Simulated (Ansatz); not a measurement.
From input file to script: TiRh, space group Pm-3m in Ansatz 0.2.0.

```yaml
crystal:
  lattice:
    - [3.115202, 0.0, 0.0]
    - [0.0, 3.115202, 0.0]
    - [0.0, 0.0, 3.115202]
  atoms:
    - { symbol: Ti, position: [0.5, 0.5, 0.5] }
    - { symbol: Rh, position: [0.0, 0.0, 0.0] }
basis:
  ecutwfc: 571.4391111657
kpoints:
  mp_grid: { kspacing: 0.29 }
hamiltonian:
  xc: lda
scf:
  occupations: { method: cold, width: 0.1 }
output:
  write_density: true
  eigenvalues: true
```

On the command line:
```console
$ ansatz run input.yaml --threads 1 --pin off --max-ram 3072MiB --backend cpu --events-out ev --progress --plain --runs-dir out
Engine: ansatz 0.2.0, aarch64-unknown-linux-gnu
Pseudopotentials: kind: paw
Pseudopotential: Ti, paw, valence charge 12, recommended cutoff 420 eV (normal), Ti.paw.azcp
Pseudopotential: Rh, paw, valence charge 17, recommended cutoff 420 eV (normal), Rh.paw.azcp
Functional definition: SPW92
  exchange = slater_x
  correlation = pw_c
Crystal: 2 atoms, lattice volume = 30.231 Å³
Basis set: ecut = 571.4391111657 eV, 925 PW (Γ)
Bands: 19, of which v1, the nominal top of the filled ones, is band 15 counted from 1 (14 counted from 0)
Symmetry: 48 space group operations
Space group: Pm-3m (ITA 221), of the structure as read, at distance tolerance 3.1e-5 Å
k-points: 20 of 343
Non-local potential: Ti, projectors of the file, l = 0: 3, l = 1: 2, l = 2: 3, l = 3: 1
Non-local potential: Rh, projectors of the file, l = 0: 3, l = 1: 2, l = 2: 2, l = 3: 1
PAW form: soft (Blöchl's): semilocal exchange-correlation on the pseudo side does not see the compensation charge
PAW frozen core: Ti, regenerated for the run's functional, and the local potential with it (the file was generated under x = pbe(κ = 0.804, μ = 0.2195149727645171), c = pbe(β = 0.06672455060314922))
PAW frozen core: Rh, regenerated for the run's functional, and the local potential with it (the file was generated under x = pbe(κ = 0.804, μ = 0.2195149727645171), c = pbe(β = 0.06672455060314922))
PAW one-centre angular grid: Ti, 590 points (default); XC on 64 Gauss nodes
PAW one-centre angular grid: Rh, 590 points (default); XC on 64 Gauss nodes
Initial density: superposition of atomic densities (neutral atoms: chi_scale 0, normalization atom), corrected by the library's trained network
Initial wavefunctions: pseudopotential atomic-orbital guess
Functional: x = slater, c = lda
SCF iter   1: F=—  HF=-8730.335034 eV  |F-HF|=—  |Δ(HF+E_count)|=         —  Δρ=1.87e-2  dr2=1.61e-1  ethr=1.77e-3  ⟨swp⟩=4.2  Hψ=1475  notcnv=0
preconditioner: auto → none  [metal: Δε(μ)=0.042 eV  Ē_g=4.494 eV  σ=0.100 eV  W_gap=0.30  n_scr=6 (ndim 8)  ℏωp=24.4 eV  f_vac=0.000  D(μ)=5.39/eV (n_scr^D=80)  sad-step TF]
SCF iter   2: F=—  HF=-8730.328738 eV  |F-HF|=—  |Δ(HF+E_count)|=   6.30e-3  S|Δr|=    0.00e0  Δρ=1.30e-2  dr2=8.78e-2  ethr=5.54e-4  ⟨swp⟩=2.0  Hψ=605  notcnv=0  defer=4
SCF iter   3: F=—  HF=-8730.321393 eV  |F-HF|=—  |Δ(HF+E_count)|=   7.34e-3  S|Δr|=    0.00e0  Δρ=3.60e-3  dr2=5.09e-3  ethr=3.03e-4  ⟨swp⟩=1.3  Hψ=381  notcnv=0  defer=4
SCF iter   4: F=—  HF=-8730.320806 eV  |F-HF|=—  |Δ(HF+E_count)|=   5.86e-4  S|Δr|=    0.00e0  Δρ=9.68e-4  dr2=1.10e-4  ethr=1.76e-5  ⟨swp⟩=2.0  Hψ=466  notcnv=0  defer=4
SCF iter   5: F=—  HF=-8730.320788 eV  |F-HF|=—  |Δ(HF+E_count)|=   1.88e-5  S|Δr|=    0.00e0  Δρ=8.87e-5  dr2=2.23e-6  ethr=3.78e-7  ⟨swp⟩=2.1  Hψ=514  notcnv=0  defer=4
SCF iter   6: F=—  HF=-8730.320790 eV  |F-HF|=—  |Δ(HF+E_count)|=   2.49e-6  S|Δr|=    0.00e0  Δρ=1.52e-5  dr2=1.67e-8  ethr=3.45e-10  ⟨swp⟩=1.9  Hψ=1192  notcnv=0
SCF iter   7: F=-8730.320790 eV  HF=-8730.320790 eV  |F-HF|=3.87e-10  |Δ(HF+E_count)|=   3.28e-9  S|Δr|=    0.00e0  Δρ=3.31e-6  dr2=7.10e-10  ethr=5.75e-11  ⟨swp⟩=1.0  Hψ=1094  notcnv=0
SCF 1 converged in 7 iterations: F = -8730.320790 eV  dr2 = 7.10e-10
  greatest PAW one-centre occupation: 1.000 electrons in one spin orbital (limit 2), on the Rh atom at site 1 (counted from 0), in its partial waves of l = 0
SCF converged after 7 iterations
Stability not checked: this state was not tested for a lower state beside it, because cold or Methfessel-Paxton smearing, or corrected tetrahedra, fill the levels in a way that the test cannot read (fill_not_monotonic; see scf.lower_state_search)
Free energy (F): -8730.320790 eV
Harris-Foulkes:  -8730.320790 eV  (|F-HF|=3.87e-10)
Internal energy: -8730.310515 eV  (E = F + TS)
E sigma→0 (E₀):  -8730.317365 eV
Entropy (-TS):   -0.010275 eV (-5.138 meV/atom)
Fermi energy:    18.041792 eV
--- Per-component energies (eV) ---
  E_band       = -271.505712
  E_kinetic    = 845.497573
  E_local      = -2502.255517  (includes V_loc(G=0)·N_el)
  E_nonlocal   = 371.669127
  E_hartree    = 929.537711
  E_xc         = -317.639517
  E_vxc        = -400.273647  (∫ρ·V_xc dr)
  E_paw        = -4462.459108  (= ΣΔE_a)
  E_vpaw       = -445.219089  (= ΣTr[D̂ρ^β])
  E_aug_tail   = 0.000300  (compensation charges beyond the density's cutoff)
  E_ewald      = -3595.609516
  E_core_change = 0.948433  (= ΣΔE_core)
  E_smearing   = -0.010275  (= −TS)
  E_closure    = 0.000000  (closes the sum)
  Σ components = -8730.320790   (vs F -8730.320790, Δ=0.00e0)
--- Band table (eV; the first three rows and the last of 20) ---
  k-point 0: bands = ["-60.7341", "-38.9367", "-28.6631", "-28.6631", "-28.6631", "-15.3866", "-15.3866", "-15.3866", "10.5244", "12.8576", "12.8576", "15.6592", "15.6592", "15.6592", "18.7764", "18.7764", "20.4513", "20.4513", "20.4513"]
  k-point 1: bands = ["-60.7330", "-38.9338", "-28.6776", "-28.6613", "-28.6613", "-15.4270", "-15.3857", "-15.3857", "10.9160", "13.0283", "13.1126", "15.5979", "15.5979", "15.7613", "18.4831", "18.8784", "19.9041", "19.9041", "20.2912"]
  k-point 2: bands = ["-60.7307", "-38.9274", "-28.7100", "-28.6573", "-28.6573", "-15.5167", "-15.3835", "-15.3835", "11.9555", "13.4872", "13.7366", "15.4727", "15.4727", "16.0185", "17.7541", "18.9722", "18.9722", "19.0130", "19.9055"]
  k-point 19: bands = ["-60.7188", "-38.8840", "-28.7278", "-28.7271", "-28.7271", "-15.5465", "-15.5465", "-15.5438", "13.8761", "14.0466", "14.0466", "15.9252", "15.9252", "16.0590", "17.5310", "17.5310", "20.2628", "20.2628", "24.7158"]
```

The cells in order, each with its output:

```python
import ansatz
import numpy as np
```

```python
structure = (
    ansatz.Lattice.of((3.115202, 0.0, 0.0), (0.0, 3.115202, 0.0), (0.0, 0.0, 3.115202))
    .atom("Ti", (0.5, 0.5, 0.5))
    .atom("Rh", (0.0, 0.0, 0.0))
)
```

```python
# settings of the run
calculation = structure.calculation()
calculation = calculation.kpoints(spacing=0.29)
calculation = calculation.occupations("cold", width=0.1)
calculation = calculation.basis(21 * ansatz.Ha).functional(ansatz.Functional.LDA)
calculation = calculation.compute(density=True, band_table=True)
res = calculation.run(threads=1)
summary = res.report

summary["kweights"]
```

    [0.0029154518950437317, 0.01749271137026239, 0.01749271137026239, 0.01749271137026239,
     0.03498542274052478, 0.06997084548104957, 0.06997084548104957, 0.03498542274052478,
     0.06997084548104957, 0.03498542274052478, 0.023323615160349854, 0.06997084548104957,
     0.06997084548104957, 0.06997084548104957, 0.13994169096209913, 0.06997084548104957,
     0.023323615160349854, 0.06997084548104957, 0.06997084548104957, 0.023323615160349854]

```python
sorted(key for key in summary if key.endswith("_ev"))
```

    ['eigenvalues_ev', 'energy_sigma0_ev', 'entropy_ts_ev', 'fermi_energy_ev', 'free_energy_ev',
     'gap_by_band_count_ev', 'harris_foulkes_ev', 'internal_energy_ev', 'lagrangian_above_aufbau_ev',
     'lagrangian_ev', 'lagrangian_sigma0_ev', 'loop_fermi_energy_ev', 'occupations_fermi_energy_ev',
     'residual_norms_ev']

```python
res.unlabelled_reasons
```

    ['no_forces']

```python
print("%-22s %14.5f eV" % ("F = E - TS", summary["free_energy_ev"]))
print("%-22s %14.5f eV" % ("E", summary["internal_energy_ev"]))
print("%-22s %14.5f eV" % ("Harris-Foulkes", summary["harris_foulkes_ev"]))
print("%-22s %14.5f eV" % ("Fermi level", summary["fermi_energy_ev"]))

rho = res.density()
total = sum(ch.density_e_per_ang3 for ch in rho.channels[:2]) if len(rho.channels) < 3 else rho.channels[0].density_e_per_ang3
print("grid", rho.dims, "electrons", round(float(total.mean() * rho.cell_volume_ang3), 4))
profile = total.mean(axis=(0, 2))
print("planar average along grid axis 1 (e/A^3):")
print(np.array2string(profile[:: max(len(profile) // 16, 1)], precision=4))
```

    F = E - TS                -8730.32079 eV
    E                         -8730.31051 eV
    Harris-Foulkes            -8730.32079 eV
    Fermi level                  18.04179 eV
    grid (25, 25, 25) electrons 29.0
    planar average along grid axis 1 (e/A^3):
    [1.6817 1.6152 1.4263 1.1573 0.8741 0.6385 0.4915 0.462  0.5513 0.7252
     0.9278 1.0951 1.1857 1.1857 1.0951 0.9278 0.7252 0.5513 0.462  0.4915
     0.6385 0.8741 1.1573 1.4263 1.6152]

```python
terms = summary["components"]
{name: round(terms[name], 3) for name in ("e_kinetic", "e_hartree", "e_xc", "e_local", "e_nonlocal")}
```

    {'e_kinetic': 845.498,
     'e_hartree': 929.538,
     'e_xc': -317.64,
     'e_local': -2502.256,
     'e_nonlocal': 371.669}

```python
gap = None if "band_edges_ev" not in summary else summary["band_edges_ev"][1] - summary["band_edges_ev"][0]
print("gap on the k mesh:", "withheld (metal, or smearing too wide to tell)" if gap is None else f"{gap:.3f} eV")
print("lowest empty less highest filled band, by band count:", round(summary["gap_by_band_count_ev"], 3), "eV")
```

    gap on the k mesh: withheld (metal, or smearing too wide to tell)
    lowest empty less highest filled band, by band count: -1.741 eV

Caveats:
- Total energies depend on the potentials; only differences at equal settings carry meaning. A total without «per atom» is that of the cell as typed.
- The run is spin-unpolarised.
- The energy terms are those on the plane-wave grid, with the one-centre PAW part apart; the terms shown are only some of the summands, so they needn't add up to F.
- The mesh is modest for a metal, so energies can be off by several to tens of meV an atom and pressures by half a GPa or more; differences at equal mesh fare better.
- An absolute Fermi energy rests on an arbitrary zero of the periodic potential and has no direct meaning.
- A gap by band count of zero or less means overlapping bands, a metal, and at an odd count of electrons it is no gap at all.
- The fields are valence quantities on the plane-wave grid; their values near the nuclei depend on the potentials.
- This cell is a computed structure, which may not be the phase found in nature.
- Levels are Kohn-Sham eigenvalues on this mesh, without spin-orbit coupling.
- Hardware and time: 1.8 s on 1 thread of Arm Neoverse V1 (shared host), peak memory 0.36 GiB.

(Lines on the test bed's own set-up are left out of the output.)
